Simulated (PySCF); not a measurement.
# C₆H₁₆O₂Si: NMR shifts at several levels of theory, part 2 of 2

PySCF 2.14.0. Atoms count from 0. The steps go on from the part before.

### 5 NMR shieldings: wB97X-D/pcSseg-1

Job settings and geometry (Å):

```
{"job": {"kind": "nmr", "xc": "wB97X-D", "basis": "pcSseg-1", "pop": false}, "charge": 0, "multiplicity": 1}
C      1.863789    -1.519178    -0.835714
C      1.509840    -0.672973     0.387299
C      2.690852     0.180292     0.852436
Si    -0.000927     0.393514     0.060921
O     -0.308113     1.144227     1.526287
O      0.299451     1.535710    -1.126556
C     -1.501529    -0.548386    -0.562370
C     -2.685687     0.393830    -0.782556
C     -1.857200    -1.704047     0.372956
H      2.758240    -2.136827    -0.649144
H      1.046812    -2.200491    -1.121302
H      2.079253    -0.882202    -1.709519
H      1.228706    -1.347487     1.217182
H      3.565504    -0.445620     1.096193
H      2.436089     0.771613     1.744767
H      3.011921     0.882151     0.063183
H     -1.051878     1.754066     1.531711
H      1.036825     2.128403    -0.952976
H     -1.208672    -0.963344    -1.544620
H     -3.553955    -0.144341    -1.198167
H     -3.017384     0.847027     0.167793
H     -2.428767     1.211177    -1.472950
H     -1.035159    -2.431263     0.466677
H     -2.086456    -1.337242     1.387116
H     -2.743336    -2.252549     0.012074
```

Level: GIAO wB97X-D/pcSseg-1 NMR shielding, non-relativistic, gas phase.

The log of the run:

```text
coarse grid: 20232 points
cycle   1  E = -677.8965822883  dE =  9.835e-01  |g| = 9.681e-01  |ddm| = 4.169e+00
cycle   2  E = -677.8752780849  dE =  2.130e-02  |g| = 1.082e+00  |ddm| = 1.495e+00
cycle   3  E = -678.0702951892  dE = -1.950e-01  |g| = 6.371e-02  |ddm| = 7.988e-01
cycle   4  E = -678.0711063848  dE = -8.112e-04  |g| = 3.068e-02  |ddm| = 8.419e-02
cycle   5  E = -678.0713428231  dE = -2.364e-04  |g| = 5.147e-03  |ddm| = 3.011e-02
cycle   6  E = -678.0713504712  dE = -7.648e-06  |g| = 9.114e-04  |ddm| = 7.420e-03
final grid: 187544 points
cycle   7  E = -678.1502571305  dE = -2.624e-04  |g| = 5.714e-03  |ddm| = 4.814e-02
cycle   8  E = -678.1502633089  dE = -6.178e-06  |g| = 4.263e-03  |ddm| = 1.131e-02
cycle   9  E = -678.1502672086  dE = -3.900e-06  |g| = 5.824e-04  |ddm| = 3.093e-03
cycle  10  E = -678.1502673423  dE = -1.337e-07  |g| = 2.903e-04  |ddm| = 1.536e-03
cycle  11  E = -678.1502673580  dE = -1.574e-08  |g| = 8.427e-05  |ddm| = 2.838e-04
cycle  12  E = -678.1502673600  dE = -1.967e-09  |g| = 2.179e-05  |ddm| = 1.403e-04
cycle  13  E = -678.1502673601  dE = -1.446e-10  |g| = 7.725e-06  |ddm| = 4.009e-05
converged SCF energy = -678.1502673601

GIAO shielding tensors (ppm)
atom      isotropic    diamagn.    paramagn.     s11        s22        s33       span
  0 C      167.335     248.468     -81.133    154.128    162.431    185.447     31.319
  1 C      172.718     256.866     -84.147    167.268    171.546    179.341     12.073
  2 C      167.607     246.445     -78.837    154.626    161.729    186.467     31.841
  3 Si     347.438     883.047    -535.609    327.385    341.288    373.639     46.254
  4 O      289.386     393.166    -103.780    251.498    298.962    317.697     66.198
  5 O      289.383     393.182    -103.799    251.503    298.847    317.798     66.295
  6 C      172.705     256.869     -84.163    167.197    171.608    179.311     12.114
  7 C      167.617     246.432     -78.815    154.630    161.792    186.429     31.799
  8 C      167.351     248.448     -81.097    154.259    162.334    185.461     31.202
  9 H       30.456      29.858       0.598     25.899     27.685     37.784     11.885
 10 H       30.392      32.385      -1.994     24.714     30.314     36.147     11.434
 11 H       30.587      31.628      -1.041     26.582     29.322     35.857      9.275
 12 H       30.774      35.421      -4.647     27.341     29.360     35.620      8.279
 13 H       30.360      28.983       1.377     25.686     27.610     37.785     12.099
 14 H       29.900      30.154      -0.254     24.097     29.151     36.452     12.355
 15 H       30.892      31.004      -0.112     26.580     29.727     36.369      9.789
 16 H       29.994      33.358      -3.365     21.611     25.471     42.899     21.288
 17 H       29.997      33.364      -3.368     21.606     25.495     42.889     21.284
 18 H       30.771      35.456      -4.684     27.329     29.377     35.608      8.279
 19 H       30.364      28.988       1.376     25.692     27.615     37.786     12.094
 20 H       30.895      30.994      -0.099     26.585     29.712     36.387      9.802
 21 H       29.891      30.163      -0.272     24.074     29.169     36.431     12.357
 22 H       30.388      32.375      -1.988     24.711     30.308     36.144     11.434
 23 H       30.590      31.604      -1.014     26.574     29.320     35.874      9.300
 24 H       30.452      29.851       0.601     25.905     27.671     37.781     11.876
```

Run time: 73 s. Hardware: 8 threads of Intel Xeon at 2.50GHz (Skylake/Cascade Lake), shared host.

Key values: δ C0 17.1, C1 11.8, Si3 5.5, O4 43.8, H16 1.38, H9 0.95 ppm (means over like atoms).

### 6 Shielding tensors: KT2/pcSseg-1

Same as in step 5 but for these lines:

```diff
@@ -1,2 +1,2 @@
-{"job": {"kind": "nmr", "xc": "wB97X-D", "basis": "pcSseg-1", "pop": false}, "charge": 0, "multiplicity": 1}
+{"job": {"kind": "nmr", "xc": "KT2", "basis": "pcSseg-1", "pop": false}, "charge": 0, "multiplicity": 1}
 C      1.863789    -1.519178    -0.835714
```

Method: GIAO KT2/pcSseg-1 NMR shielding, non-relativistic, gas phase.

The log of the run:

```text
coarse grid: 20232 points
cycle   1  E = -686.6591001996  dE =  6.835e-01  |g| = 1.270e+00  |ddm| = 4.311e+00
cycle   2  E = -685.8762974914  dE =  7.828e-01  |g| = 2.289e+00  |ddm| = 3.833e+00
cycle   3  E = -686.9782740404  dE = -1.102e+00  |g| = 2.381e-01  |ddm| = 3.079e+00
cycle   4  E = -686.9889840936  dE = -1.071e-02  |g| = 1.165e-01  |ddm| = 3.581e-01
cycle   5  E = -686.9923328721  dE = -3.349e-03  |g| = 1.690e-02  |ddm| = 1.116e-01
cycle   6  E = -686.9923901744  dE = -5.730e-05  |g| = 6.606e-03  |ddm| = 2.060e-02
cycle   7  E = -686.9923997704  dE = -9.596e-06  |g| = 1.878e-03  |ddm| = 5.902e-03
final grid: 187544 points
cycle   8  E = -687.0919243461  dE = -2.967e-04  |g| = 2.255e-02  |ddm| = 5.944e-02
cycle   9  E = -687.0917791513  dE =  1.452e-04  |g| = 3.369e-02  |ddm| = 4.491e-02
cycle  10  E = -687.0920176187  dE = -2.385e-04  |g| = 3.658e-03  |ddm| = 3.024e-02
cycle  11  E = -687.0920193044  dE = -1.686e-06  |g| = 1.557e-03  |ddm| = 4.281e-03
cycle  12  E = -687.0920198617  dE = -5.573e-07  |g| = 1.639e-04  |ddm| = 1.536e-03
cycle  13  E = -687.0920198649  dE = -3.149e-09  |g| = 1.108e-04  |ddm| = 2.525e-04
cycle  14  E = -687.0920198672  dE = -2.301e-09  |g| = 2.553e-05  |ddm| = 1.139e-04
cycle  15  E = -687.0920198673  dE = -1.319e-10  |g| = 6.857e-06  |ddm| = 3.054e-05
converged SCF energy = -687.0920198673

GIAO shielding tensors (ppm)
atom      isotropic    diamagn.    paramagn.     s11        s22        s33       span
  0 C      165.010     249.422     -84.412    150.999    158.843    185.187     34.188
  1 C      167.405     257.796     -90.391    161.307    166.661    174.247     12.940
  2 C      165.603     247.419     -81.816    151.605    158.980    186.224     34.619
  3 Si     357.824     886.664    -528.840    345.554    354.216    373.702     28.148
  4 O      279.093     392.479    -113.386    239.972    281.917    315.389     75.417
  5 O      279.089     392.491    -113.401    239.982    281.779    315.507     75.525
  6 C      167.369     257.803     -90.435    161.234    166.692    174.179     12.945
  7 C      165.608     247.402     -81.794    151.617    159.030    186.176     34.559
  8 C      165.019     249.395     -84.376    151.138    158.731    185.188     34.050
  9 H       30.259      29.554       0.706     26.028     27.500     37.250     11.222
 10 H       30.074      32.550      -2.476     24.564     30.013     35.645     11.081
 11 H       30.359      31.753      -1.394     26.521     29.252     35.304      8.782
 12 H       30.275      35.490      -5.215     27.062     29.061     34.702      7.640
 13 H       30.168      28.708       1.459     25.795     27.434     37.274     11.479
 14 H       29.626      30.356      -0.730     23.941     28.936     36.000     12.059
 15 H       30.661      31.124      -0.463     26.506     29.633     35.846      9.340
 16 H       29.857      33.504      -3.648     21.832     25.546     42.192     20.361
 17 H       29.861      33.511      -3.649     21.828     25.572     42.184     20.356
 18 H       30.272      35.525      -5.253     27.050     29.076     34.689      7.639
 19 H       30.171      28.713       1.458     25.800     27.438     37.274     11.473
 20 H       30.665      31.113      -0.449     26.512     29.619     35.863      9.351
 21 H       29.616      30.364      -0.748     23.917     28.953     35.978     12.060
 22 H       30.070      32.539      -2.469     24.562     30.007     35.642     11.080
 23 H       30.362      31.731      -1.369     26.514     29.253     35.318      8.804
 24 H       30.256      29.547       0.709     26.034     27.486     37.248     11.214
```

Run time: 49 s. Hardware: 8 threads of Intel Xeon at 2.50GHz (Skylake/Cascade Lake), shared host.

In short: δ C0 17.9, C1 15.8, Si3 3.2, O4 51.6, H16 1.32, H9 0.99 ppm (means over like atoms).

### 7 NMR shieldings: HF/pcSseg-1

Same as in step 6 but for these lines:

```diff
@@ -1,2 +1,2 @@
-{"job": {"kind": "nmr", "xc": "KT2", "basis": "pcSseg-1", "pop": false}, "charge": 0, "multiplicity": 1}
+{"job": {"kind": "nmr", "xc": "HF", "basis": "pcSseg-1", "pop": false}, "charge": 0, "multiplicity": 1}
 C      1.863789    -1.519178    -0.835714
```

Level: GIAO HF/pcSseg-1 NMR shielding, non-relativistic, gas phase.

The log of the run:

```text
final grid: 187544 points
cycle   1  E = -675.0677716837  dE =  1.340e+00  |g| = 7.710e-01  |ddm| = 4.092e+00
cycle   2  E = -675.1871110403  dE = -1.193e-01  |g| = 4.194e-01  |ddm| = 8.594e-01
cycle   3  E = -675.2178323091  dE = -3.072e-02  |g| = 8.436e-02  |ddm| = 3.150e-01
cycle   4  E = -675.2199331579  dE = -2.101e-03  |g| = 9.669e-03  |ddm| = 1.056e-01
cycle   5  E = -675.2199695374  dE = -3.638e-05  |g| = 2.282e-03  |ddm| = 1.589e-02
cycle   6  E = -675.2199718003  dE = -2.263e-06  |g| = 7.482e-04  |ddm| = 4.038e-03
cycle   7  E = -675.2199720379  dE = -2.376e-07  |g| = 1.802e-04  |ddm| = 1.189e-03
cycle   8  E = -675.2199720575  dE = -1.955e-08  |g| = 3.793e-05  |ddm| = 4.623e-04
cycle   9  E = -675.2199720582  dE = -7.017e-10  |g| = 1.129e-05  |ddm| = 8.436e-05
converged SCF energy = -675.2199720582

GIAO shielding tensors (ppm)
atom      isotropic    diamagn.    paramagn.     s11        s22        s33       span
  0 C      174.855     246.738     -71.883    162.748    171.093    190.725     27.977
  1 C      183.239     255.128     -71.889    177.739    182.121    189.857     12.118
  2 C      175.010     244.697     -69.687    163.309    169.963    191.757     28.447
  3 Si     394.597     878.454    -483.858    366.967    384.928    431.895     64.928
  4 O      304.694     394.463     -89.769    268.945    321.015    324.122     55.177
  5 O      304.681     394.480     -89.799    268.945    321.032    324.066     55.122
  6 C      183.231     255.139     -71.908    177.696    182.168    189.829     12.134
  7 C      175.009     244.684     -69.675    163.306    170.007    191.715     28.409
  8 C      174.877     246.719     -71.842    162.884    171.006    190.741     27.857
  9 H       30.704      30.320       0.383     25.758     27.789     38.564     12.807
 10 H       30.735      32.124      -1.390     24.758     30.560     36.886     12.128
 11 H       30.925      31.458      -0.533     26.616     29.516     36.643     10.027
 12 H       31.411      35.330      -3.919     27.627     29.643     36.963      9.336
 13 H       30.609      29.428       1.181     25.547     27.730     38.549     13.001
 14 H       30.206      29.963       0.243     24.129     29.373     37.115     12.986
 15 H       31.248      30.854       0.393     26.644     29.961     37.138     10.495
 16 H       30.076      33.045      -2.968     21.050     25.054     44.124     23.074
 17 H       30.079      33.051      -2.972     21.046     25.078     44.114     23.069
 18 H       31.409      35.361      -3.952     27.614     29.663     36.949      9.335
 19 H       30.611      29.431       1.180     25.551     27.734     38.548     12.996
 20 H       31.252      30.850       0.402     26.651     29.948     37.157     10.506
 21 H       30.195      29.965       0.230     24.104     29.389     37.092     12.988
 22 H       30.731      32.110      -1.378     24.757     30.555     36.882     12.125
 23 H       30.926      31.442      -0.515     26.607     29.515     36.657     10.050
 24 H       30.700      30.308       0.392     25.763     27.774     38.564     12.801
```

Wall time 25 s (8 threads of Intel Xeon at 2.50GHz (Skylake/Cascade Lake), shared host).

In short: δ C0 15.9, C1 7.6, Si3 -1.2, O4 28.6, H16 1.61, H9 0.95 ppm (means over like atoms).

### 8 Side by side: NMR shifts

Shifts (ppm), means over like atoms, with basis size and wall time:

| run | C0 | C1 | H16 | H9 | H12 | Si3 | O4 | functions | time |
| --- | --- | --- | --- | --- | --- | --- | --- | --- | --- |
| PBE0/pcSseg-1 | 17.1 | 12.6 | 1.37 | 0.95 | 0.70 | 3.5 | 46.3 | 240 | 54 s |
| PBE/pcSseg-1 | 17.9 | 15.1 | 1.28 | 0.97 | 0.87 | 2.9 | 53.9 | 240 | 47 s |
| wB97X-D/pcSseg-1 | 17.1 | 11.8 | 1.38 | 0.95 | 0.61 | 5.5 | 43.8 | 240 | 73 s |
| KT2/pcSseg-1 | 17.9 | 15.8 | 1.32 | 0.99 | 0.91 | 3.2 | 51.6 | 240 | 49 s |
| HF/pcSseg-1 | 15.9 | 7.6 | 1.61 | 0.95 | 0.28 | -1.2 | 28.6 | 240 | 25 s |

### 9 What came out

What follows sums up all 2 parts.

```
                                                               quantity                 value
                                                            point group                    C2
                                   rotational constants (main isotopes)  1.80, 0.99, 0.87 GHz
13C shifts against TMS (PBE0/pcSseg-1, means over atoms taken as alike)        17.1, 12.6 ppm
 1H shifts against TMS (PBE0/pcSseg-1, means over atoms taken as alike)  1.37, 0.95, 0.70 ppm
                                29Si shifts against TMS (PBE0/pcSseg-1)               3.5 ppm
17O shifts against H2O (PBE0/pcSseg-1, means over atoms taken as alike)              46.3 ppm
                                               range of the shift of O4      28.6 to 53.9 ppm
```

**Reading.** Single values in the summary come from the first run of each kind that ended normally (PBE0/pcSseg-1), which need not be the best level. The optimisation took 7 steps and gained 0.147 eV; among the close pairs (by a distance rule), Si3–O4 changed most, from 1.639 to 1.675 Å. No frequency check was run at this level, so the end point may be a saddle. At PBE0/pcSseg-1: Shielding is most anisotropic at O4, O5 (span 69 ppm, paramagnetic term -104 ppm). Across the 5 runs the shift of O4 (with its like atoms) moves most, between 28.6 (HF/pcSseg-1) and 53.9 ppm (PBE/pcSseg-1).
